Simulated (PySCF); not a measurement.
# YbH2: other functionals and bases at one geometry

One table from this session's results is given with a row withheld; the runs are named, their logs left out.

Computed with PySCF 2.14.0. Level: several levels, as the steps say, no spin–orbit coupling.

1 further run of the same task is left out (for a known fault of the program).

### The starting structure

3 atoms, charge 0, spin multiplicity 1.

Bond lengths: Yb1–H2 2.122 Å, Yb1–H3 2.122 Å. Angles: H2–Yb1–H3 124.7°.

Coordinates:

```xyz
3

Yb    0.00000    0.00000   -0.04102
H     1.87976    0.00000    0.94289
H    -1.87976    0.00000    0.94289
```

Formal oxidation states: Yb +2. Each metal's 14 4f electrons lie in its core potential, so multiplicities, spins and levels count the valence alone. An earlier session relaxed this geometry at PBE0, Yb lcecp-0-SVP with ECP60, H def2-SVP (singlet, point group C2v).

At PBE0 on the finer grid: E = -34.093702 Eh, frontier levels not given, since the 4f levels lie in the core, Mulliken charge on Yb1 +0.33 e, largest force component 0.000 eV/Å. 

Levels to run: M06-L; r2SCAN; PBE0, TZVP. Hardware: 2 threads of Intel Xeon Platinum 8375C at 2.90GHz (Ice Lake), shared host.

The first run:

The input, run.py (the lines that set the calculation):

```python
mol = gto.M(atom='''
Yb     0.00000     0.00000    -0.04102
H      1.87976     0.00000     0.94289
H     -1.87976     0.00000     0.94289''',
    basis={'Yb': 'lcecp-0-SVP', 'H': 'def2-SVP'},
    ecp={'Yb': 'lcecp-0-SVP'},
    charge=0, spin=0)
mf = dft.RKS(mol, xc='M06L')
mf.grids.atom_grid = (75, 302)  # f atoms: unpruned, at least (60, 302)
mf = mf.density_fit()  # fitting sets: Yb AutoAux, H def2-universal-JKFIT
mf.conv_tol = 1e-08; mf.max_cycle = 55
mf.kernel(dm0)  # dm0: the density of the relaxed state
```

On the command line:

```sh
$ OMP_NUM_THREADS=2 python run.py
```

Among the steps run: M06-L; r2SCAN; PBE0, TZVP.

One table of the session follows, with a row left open; its other results are not shown here.

```
              level  charge on Yb1 (e)  dipole (D)  largest force component (eV/Å)
PBE0 (relaxed here)               0.33        5.74                            0.00
              M06-L               0.43        6.14                            0.07
             r2SCAN                  ?           ?                               ?
         PBE0, TZVP               0.61        5.73                            0.09
```

Estimate the missing values for r2SCAN.

As computed: charge on Yb1 (e): 0.34; dipole (D): 5.81; largest force component (eV/Å): 0.03. In the column «charge on Yb1 (e)» it lies between PBE0 (relaxed here) (0.33) and M06-L (0.43).

The largest leftover force, 0.09 eV/Å with PBE0, TZVP, stands at a geometry relaxed at another level. With 4f in the core, its levels are missing from HOMO and gap, and its count is fixed, so no charge can pass from the ligands into it. Total energies of different levels can't be compared.
